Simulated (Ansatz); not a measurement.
# Bi: the cost of one run

Program: Ansatz 0.2.0. Level of theory: DFT PBEsol, scalar-relativistic. These are calculated values, not measurements.

## 1. Starting point

Symmetry: P6_3/mmc, No. 194, hexagonal system. Conventional cell: a = 4.539 Å, b = 4.539 Å, c = 11.829 Å, α = 90.00°, β = 90.00°, γ = 120.00°.

Structure file:

```cif
data_structure
_symmetry_space_group_name_H-M 'P6_3/mmc'
_symmetry_Int_Tables_number 194
_cell_length_a 4.5390
_cell_length_b 4.5390
_cell_length_c 11.8290
_cell_angle_alpha 90.000
_cell_angle_beta 90.000
_cell_angle_gamma 120.000
_cell_volume 211.06
loop_
_atom_site_label
_atom_site_type_symbol
_atom_site_symmetry_multiplicity
_atom_site_Wyckoff_symbol
_atom_site_fract_x
_atom_site_fract_y
_atom_site_fract_z
_atom_site_occupancy
Bi1 Bi 2 c 0.33333 0.66667 0.25000 1
```

The file gives the conventional cell by its symmetry; the runs use the cell typed in the input.

Structure: COD 9011614, as refined from experiment and not relaxed.

Atoms are numbered in the order of the input: Bi1, Bi2.

## 2. All-electron LAPW

File input.yaml:

```yaml
crystal:
  lattice:
    - [4.5390002997, 0.0, 0.0]
    - [-2.2695001499, 3.9308895674, 0.0]
    - [0.0, 0.0, 11.829]
  atoms:
    - { symbol: Bi, position: [0.3333333333, 0.6666666667, 0.25] }
    - { symbol: Bi, position: [0.6666666667, 0.3333333333, 0.75] }
kpoints:
  mp_grid: { grid: [9, 9, 3] }
  band_path:
    path:
      - [0.0, 0.0, 0.0]
      - [0.5, 0.0, 0.0]
      - [0.3333333333, 0.3333333333, 0.0]
      - [0.0, 0.0, 0.0]
      - [0.0, 0.0, 0.5]
      - [0.5, 0.0, 0.5]
      - [0.3333333333, 0.3333333333, 0.5]
      - [0.0, 0.0, 0.5]
      - [0.5, 0.0, 0.5]
    npoints: 14
scf:
  occupations: { method: fermi_dirac, width: 0.08 }
hamiltonian:
  xc: pbesol
  pseudopotentials: { kind: all_electron, lapw: { basis_error: 0.00025 } }
output:
  forces: true
  stress: true
  eigenvalues: true
  populations: true
  dos: { projected: true, de: 0.2, e_range: [-14, 8] }
```

Run with:

```console
> ansatz run input.yaml --threads 1 --pin off --max-ram 3072MiB --backend cpu --events-out ev --progress --plain --runs-dir out
```

Q: Estimate wall time and peak memory on 1 thread of Arm Neoverse V2, shared host.

About 16 s, with a peak of 0.28 GiB.
